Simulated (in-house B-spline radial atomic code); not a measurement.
# Si: excited configurations in jj coupling

Wanted: excitation energies of Si as differences of total energies (ΔSCF).

Method: Dirac-Hartree-Fock, average of configuration, Fermi nucleus, basis-set limit. Code: in-house B-spline radial atomic code version 1.

## Step 1: Starting point

```
element       : silicon (Z = 14)
charge        : 0
electrons     : 14
configuration : 1s2 2s2 2p6 3s2 3p-2
Hamiltonian   : Dirac-Coulomb
nucleus       : Fermi, rms radius 3.122 fm
```

In configurations, a minus sign after the shell means j = l − 1/2 and a plus sign j = l + 1/2; the count of electrons follows.

Input settings:

```ini
Z = 14
electrons = 14.0
configuration = 1s2 2s2 2p6 3s2 3p-2
hamiltonian = dirac
method = hf
spin_polarised = False
nucleus = fermi
rms_radius = 3.1224
mass_number = 28
atomic_mass = 27.97692653442
speed_of_light = 137.035999084
```

From the earlier run of the reference: total energy -289.449838 hartree. Levels, eight at most:

```tsv
orbital	occupation	energy (eV)	<r> (bohr)
1s1/2	2	-1877.68	0.1111
2s1/2	2	-168.53	0.5610
2p1/2	2	-116.83	0.5321
2p3/2	4	-115.64	0.5362
3s1/2	2	-14.900	2.197
3p1/2	2	-7.264	2.809
```

## Step 2: 1s2 2s2 2p6 3s2 3p-1 6p-1

Input settings:

```ini
Z = 14
electrons = 14.0
configuration = 1s2 2s2 2p6 3s2 3p-1 6p-1
hamiltonian = dirac
method = hf
spin_polarised = False
nucleus = fermi
rms_radius = 3.1224
mass_number = 28
atomic_mass = 27.97692653442
speed_of_light = 137.035999084
```

## Step 3: Configuration 1s2 2s2 2p6 3s1 3p+2 7p+1

The settings differ from step 2 so:

```diff
@@ -2,3 +2,3 @@
 electrons = 14.0
-configuration = 1s2 2s2 2p6 3s2 3p-1 6p-1
+configuration = 1s2 2s2 2p6 3s1 3p+2 7p+1
 hamiltonian = dirac
```

## Step 4: Run with 1s2 2s2 2p-2 2p+3 3s2 3p-2 5f+1

The settings differ from step 3 so:

```diff
@@ -2,3 +2,3 @@
 electrons = 14.0
-configuration = 1s2 2s2 2p6 3s1 3p+2 7p+1
+configuration = 1s2 2s2 2p-2 2p+3 3s2 3p-2 5f+1
 hamiltonian = dirac
```

## Step 5: Configuration 1s2 2s2 2p-1 2p+4 3s2 3p-1 3p+1 4d-1

The settings differ from step 4 so:

```diff
@@ -2,3 +2,3 @@
 electrons = 14.0
-configuration = 1s2 2s2 2p-2 2p+3 3s2 3p-2 5f+1
+configuration = 1s2 2s2 2p-1 2p+4 3s2 3p-1 3p+1 4d-1
 hamiltonian = dirac
```

## Step 6: Run with 1s2 2s2 2p6 3s1 3p-2 4p+1

The settings differ from step 5 so:

```diff
@@ -2,3 +2,3 @@
 electrons = 14.0
-configuration = 1s2 2s2 2p-1 2p+4 3s2 3p-1 3p+1 4d-1
+configuration = 1s2 2s2 2p6 3s1 3p-2 4p+1
 hamiltonian = dirac
```

## Step 7: Configuration 1s2 2s2 2p6 3s1 3p-2 7f+1

The settings differ from step 6 so:

```diff
@@ -2,3 +2,3 @@
 electrons = 14.0
-configuration = 1s2 2s2 2p6 3s1 3p-2 4p+1
+configuration = 1s2 2s2 2p6 3s1 3p-2 7f+1
 hamiltonian = dirac
```

## Step 8: Configuration 1s2 2s2 2p-1 2p+4 3s2 3p-1 3p+1 6d+1

The settings differ from step 7 so:

```diff
@@ -2,3 +2,3 @@
 electrons = 14.0
-configuration = 1s2 2s2 2p6 3s1 3p-2 7f+1
+configuration = 1s2 2s2 2p-1 2p+4 3s2 3p-1 3p+1 6d+1
 hamiltonian = dirac
```

## Step 9: 1s2 2s2 2p6 3s2 3p+2

The settings differ from step 8 so:

```diff
@@ -2,3 +2,3 @@
 electrons = 14.0
-configuration = 1s2 2s2 2p-1 2p+4 3s2 3p-1 3p+1 6d+1
+configuration = 1s2 2s2 2p6 3s2 3p+2
 hamiltonian = dirac
```

How far above the reference does each configuration lie (order and size, in eV)?

The runs gave:

| net move | configuration | energy above the reference (eV) | with Breit, QED, recoil (eV) | largest <r> (bohr) |
| --- | --- | --- | --- | --- |
| 2×3p1/2 → 2×3p3/2 | 1s2 2s2 2p6 3s2 3p+2 | -0.235 | -0.238 | 2.79 |
| 3p1/2 → 6p1/2 | 1s2 2s2 2p6 3s2 3p-1 6p-1 | 6.123 | 6.122 | 31.0 |
| 3s → 4p3/2 | 1s2 2s2 2p6 3s1 3p-2 4p+1 | 12.090 | 12.087 | 9.71 |
| 2×3p1/2, 3s → 2×3p3/2, 7p3/2 | 1s2 2s2 2p6 3s1 3p+2 7p+1 | 13.362 | 13.355 | 46.5 |
| 3s → 7f7/2 | 1s2 2s2 2p6 3s1 3p-2 7f+1 | 13.778 | 13.775 | 67.4 |
| 2p1/2, 3p1/2 → 3p3/2, 4d3/2 | 1s2 2s2 2p-1 2p+4 3s2 3p-1 3p+1 4d-1 | 106.92 | 106.87 | 18.4 |
| 2p3/2 → 5f7/2 | 1s2 2s2 2p-2 2p+3 3s2 3p-2 5f+1 | 107.20 | 107.18 | 31.5 |
| 2p1/2, 3p1/2 → 3p3/2, 6d5/2 | 1s2 2s2 2p-1 2p+4 3s2 3p-1 3p+1 6d+1 | 107.46 | 107.40 | 47.6 |

**Reading.** The energies run from -0.235 eV (2×3p1/2 → 2×3p3/2) to 107.46 eV (2p1/2, 3p1/2 → 3p3/2, 6d5/2). 2×3p1/2 → 2×3p3/2 lies below the reference, so at this level the reference is not the lowest of these configurations. Koopmans' estimate of the ionisation threshold is 7.264 eV; 6 configurations exceed it by over 2 % and could autoionise. Two partly filled shells share a symmetry and can mix in the average, which may lower the energy, for: 3p1/2 → 6p1/2; 2×3p1/2, 3s → 2×3p3/2, 7p3/2; 2p1/2, 3p1/2 → 3p3/2, 4d3/2; 2p1/2, 3p1/2 → 3p3/2, 6d5/2. These are averages over configurations, without correlation, not spectroscopic levels.
